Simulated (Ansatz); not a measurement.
The system is MgB.

```
Mg B
1.0
     2.89515    0.00000    0.00000
     0.00000    2.89515    0.00000
     0.00000    0.00000    2.89515
Mg B
1 1
Direct
  0.00000 0.00000 0.00000
  0.50000 0.50000 0.50000
```

The cell was built by a generator and needn't be a form met in nature.

Base run:

- Program: Ansatz 0.2.0
- Functional: PBE
- Potentials or basis: Ansatz PAW
- Cutoff: 420 eV (not typed: the program's choice for these potentials)
- k mesh: 9 × 9 × 9
- Occupations: fermi-dirac, width 0.05 eV
- Spin: no spin polarisation

Its results: band gap on the k mesh none (metal or under the smearing width); pressure 0.2 GPa.

The run is repeated on the same cell with these changes: k mesh from 9 × 9 × 9 to 3 × 3 × 3. What comes out?

Band gap on the k mesh none (metal or under the smearing width); pressure -0.4 GPa.

Caveats: some runs use coarse meshes.
